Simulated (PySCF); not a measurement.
**SVWN5/6-31G(d) (spherical functions) run of C2H5AlO (SMILES [CH3][Al]1[CH2][O]1)**

What is the energy change on altering one bond length of C2H5AlO at SVWN5/6-31G* (spherical functions)? 

The results are computed with PySCF 2.14.0.

1 further run of the same task is left out (set aside as unsound or not needed).

### 1 Starting point

C2H5AlO: 9 atoms, total charge 0, spin state singlet. SMILES: `[CH3][Al]1[CH2][O]1`. Geometry: relaxed at PBE0-D4/def2-TZVP.

Bond lengths: C1–Al2 1.934 Å, Al2–C3 1.883 Å, Al2–O4 1.707 Å, C3–O4 1.488 Å, C1–H5 1.093 Å, C1–H6 1.091 Å, C1–H7 1.094 Å, C3–H8 1.091 Å, C3–H9 1.091 Å. Some angles: C1–Al2–C3 171.7°, C1–Al2–O4 139.6°, C3–Al2–O4 48.7°, Al2–C3–O4 59.5°, Al2–O4–C3 71.8°, Al2–C1–H5 110.3°, Al2–C1–H6 112.2°, Al2–C1–H7 110.1°, Al2–C3–H8 123.8°, Al2–C3–H9 123.8°.

### 2 The energy at SVWN5/6-31G(d) (spherical functions)

The input, mol.xyz:

```xyz
9

C     -0.670900     1.320200    -1.081500
Al     0.051300    -0.076700     0.044200
C      0.678700    -1.280200     1.349300
O      0.789300    -1.609500    -0.097900
H      0.039700     1.575000    -1.872100
H     -0.900200     2.226000    -0.517500
H     -1.591200     0.976800    -1.562100
H      0.038500    -1.980500     1.887700
H      1.653200    -1.197400     1.832800
```

The input, run.py:

```python
from pyscf import gto, dft

system = gto.M(
    atom='mol.xyz',
    charge=0,
    max_memory=1860,
    verbose=4,
    basis='6-31g*',
)

mf = dft.RKS(system, xc='svwn')
mf.grids.level = 5
mf.conv_tol = 1e-10
mf.kernel()
if not mf.converged:
    mf = mf.newton().run(mf.mo_coeff, mf.mo_occ)

e_tot = mf.e_tot
print('E = %.10f Eh' % e_tot)
```

Started as:

```sh
$ OMP_NUM_THREADS=1 python run.py
```

The log of the run:

```text
PySCF version 2.14.0

[INPUT] num. atoms = 9
[INPUT] num. electrons = 38
[INPUT] charge = 0
[INPUT] spin (= nelec alpha-beta = 2S) = 0
[INPUT] symmetry False subgroup None
[INPUT] Mole.unit = angstrom
[INPUT] Symbol           X                Y                Z      unit          X                Y                Z       unit  Magmom
[INPUT]  1 C     -0.670900000000   1.320200000000  -1.081500000000 AA   -1.267817256971   2.494816429651  -2.043738803717 Bohr   0.0
[INPUT]  2 Al     0.051300000000  -0.076700000000   0.044200000000 AA    0.096942950190  -0.144941993754   0.083525894706 Bohr   0.0
[INPUT]  3 C      0.678700000000  -1.280200000000   1.349300000000 AA    1.282557120742  -2.419227384668   2.549807459876 Bohr   0.0
[INPUT]  4 O      0.789300000000  -1.609500000000  -0.097900000000 AA    1.491560830119  -3.041514197487  -0.185004187595 Bohr   0.0
[INPUT]  5 H      0.039700000000   1.575000000000  -1.872100000000 AA    0.075022127145   2.976318646190  -3.537756277798 Bohr   0.0
[INPUT]  6 H     -0.900200000000   2.226000000000  -0.517500000000 AA   -1.701131457333   4.206530353282  -0.977933269462 Bohr   0.0
[INPUT]  7 H     -1.591200000000   0.976800000000  -1.562100000000 AA   -3.006932209408   1.845884478475  -2.951941179183 Bohr   0.0
[INPUT]  8 H      0.038500000000  -1.980500000000   1.887700000000 AA    0.072754455796  -3.742602589701   3.567236005341 Bohr   0.0
[INPUT]  9 H      1.653200000000  -1.197400000000   1.832800000000 AA    3.124095229131  -2.262758061554   3.463490041103 Bohr   0.0

nuclear repulsion = 145.500629871126
number of shells = 36
number of NR pGTOs = 152
number of NR cGTOs = 70
basis = 6-31g*
ecp = {}

******** <class 'pyscf.dft.rks.RKS'> ********
method = RKS
initial guess = minao
damping factor = 0
level_shift factor = 0
DIIS = <class 'pyscf.scf.diis.CDIIS'>
diis_start_cycle = 1
diis_space = 8
diis_damp = 0
SCF conv_tol = 1e-10
SCF conv_tol_grad = None
SCF max_cycles = 50
direct_scf = True
direct_scf_tol = 1e-13
XC library pyscf.dft.libxc version 7.0.0
    S. Lehtola, C. Steigemann, M. J.T. Oliveira, and M. A.L. Marques.,  SoftwareX 7, 1–5 (2018)
XC functionals = svwn
    P. A. M. Dirac.,  Math. Proc. Cambridge Philos. Soc. 26, 376 (1930)
    F. Bloch.,  Z. Phys. 57, 545 (1929)
    S. H. Vosko, L. Wilk, and M. Nusair.,  Can. J. Phys. 58, 1200 (1980)
radial grids:
    Treutler-Ahlrichs [JCP 102, 346 (1995); DOI:10.1063/1.469408] (M4) radial grids

becke partition: Becke, JCP 88, 2547 (1988); DOI:10.1063/1.454033
pruning grids: <function nwchem_prune>
grids dens level: 5
symmetrized grids: False
atomic radii adjust function: <function treutler_atomic_radii_adjust>
small_rho_cutoff = 0
Set gradient conv threshold to 1e-05
Initial guess from minao.
tot grids = 289688
init E= -394.626143532961
  HOMO = -0.302201634109208  LUMO = -0.098760057822993  gap/eV = 5.53593
cycle= 1 E= -394.24586102802  delta_E= 0.38  |g|= 0.991  |ddm|= 2.75
  HOMO = -0.0351933119979719  LUMO = 0.0173661915917638  gap/eV = 1.43022
cycle= 2 E= -390.866874351012  delta_E= 3.38  |g|= 3.31  |ddm|= 4.37
  HOMO = -0.177544868733376  LUMO = -0.0287408419439035  gap/eV = 4.04916
cycle= 3 E= -394.379081624389  delta_E= -3.51  |g|= 0.597  |ddm|= 4.06
  HOMO = -0.176728631084679  LUMO = -0.0540777856637416  gap/eV = 3.33750
cycle= 4 E= -394.461434478035  delta_E= -0.0824  |g|= 0.309  |ddm|= 0.786
  HOMO = -0.179677217543114  LUMO = -0.0516868498016687  gap/eV = 3.48280
cycle= 5 E= -394.483730162642  delta_E= -0.0223  |g|= 0.0586  |ddm|= 0.232
  HOMO = -0.176585603677849  LUMO = -0.047249949800363  gap/eV = 3.51940
cycle= 6 E= -394.48451061772  delta_E= -0.00078  |g|= 0.0266  |ddm|= 0.0666
  HOMO = -0.17923062896933  LUMO = -0.0478328187537741  gap/eV = 3.57552
cycle= 7 E= -394.484707547071  delta_E= -0.000197  |g|= 0.0121  |ddm|= 0.0371
  HOMO = -0.179618142301321  LUMO = -0.0481712684817942  gap/eV = 3.57685
cycle= 8 E= -394.484739452295  delta_E= -3.19e-05  |g|= 0.00281  |ddm|= 0.0128
  HOMO = -0.179638263897384  LUMO = -0.0480786770108178  gap/eV = 3.57992
cycle= 9 E= -394.484741447214  delta_E= -1.99e-06  |g|= 0.000525  |ddm|= 0.00303
  HOMO = -0.17967437439882  LUMO = -0.0480923959048436  gap/eV = 3.58053
cycle= 10 E= -394.484741513347  delta_E= -6.61e-08  |g|= 8.61e-05  |ddm|= 0.000578
  HOMO = -0.179673302277632  LUMO = -0.048087795226993  gap/eV = 3.58062
cycle= 11 E= -394.484741515804  delta_E= -2.46e-09  |g|= 1.18e-05  |ddm|= 0.000126
  HOMO = -0.179674105684014  LUMO = -0.0480877829922704  gap/eV = 3.58065
cycle= 12 E= -394.484741515847  delta_E= -4.3e-11  |g|= 2.15e-06  |ddm|= 1.92e-05
  HOMO = -0.179673731298176  LUMO = -0.0480876695040945  gap/eV = 3.58064
Extra cycle  E= -394.484741515846  delta_E= 1.36e-12  |g|= 2.78e-06  |ddm|= 7.01e-06
converged SCF energy = -394.484741515846
E = -394.4847415158 Eh
```

Run time: 9.3 s. Hardware: 1 thread of Intel Xeon at 2.70GHz, shared host; peak memory 0.24 GiB.

### 3 The distorted shape, same level

The input, input.py:

```python
from pyscf import gto, dft

mol = gto.Mole()
mol.atom = '''
C   -0.556249   0.867297  -1.363502
Al   0.165951  -0.529603  -0.237802
C    0.793351  -1.733103   1.067298
O    0.903951  -2.062403  -0.379902
H    0.154351   1.122097  -2.154102
H   -0.900200   2.226000  -0.517500
H   -1.476549   0.523897  -1.844102
H    0.153151  -2.433403   1.605698
H    1.767851  -1.650303   1.550798
'''
mol.max_memory = 1860
mol.verbose = 3
mol.basis = '6-31g*'
mol.charge = 0
mol.build()

mf = dft.RKS(mol)
mf.xc = 'svwn'
mf.conv_tol = 1e-10
mf.grids.level = 5
mf.kernel()
if not mf.converged:
    mf = mf.newton().run(mf.mo_coeff, mf.mo_occ)

energy = mf.e_tot
print('E(%s) = %.9f' % ('SVWN5', energy))
```

Started as:

```sh
$ OMP_NUM_THREADS=1 python input.py
```

The log of the run:

```text
converged SCF energy = -394.413732692905
E(SVWN5) = -394.413732693
```

Wall time 11 s (1 thread of Intel Xeon at 2.70GHz, shared host); peak memory 0.24 GiB.

### 4 Summary of results

Level: SVWN5/6-31G* (spherical functions).

```
                                                         quantity          value
                                        first shape: total energy  -394.48474 Eh
                                       first shape: dipole moment         2.93 D
                                         first shape: HOMO energy       -4.89 eV
                                         first shape: LUMO energy       -1.31 eV
                                       first shape: HOMO–LUMO gap        3.58 eV
                                    distorted shape: total energy  -394.41373 Eh
                                   distorted shape: dipole moment         2.71 D
                                     distorted shape: HOMO energy       -4.91 eV
                                     distorted shape: LUMO energy       -1.95 eV
                                   distorted shape: HOMO–LUMO gap        2.95 eV
energy change with the C1–H6 bond stretched from 1.091 to 1.637 Å       1.932 eV
```

What this shows: With the C1–H6 bond stretched from 1.091 to 1.637 Å the energy rises by 1.93 eV (186 kJ/mol). The first shape isn't relaxed at this level, so the change isn't measured from a minimum. Mulliken charges (first shape) run from -0.78 on C1 to +0.47 on Al2. Mulliken charges (distorted shape) run from -0.65 on C1 to +0.46 on Al2.
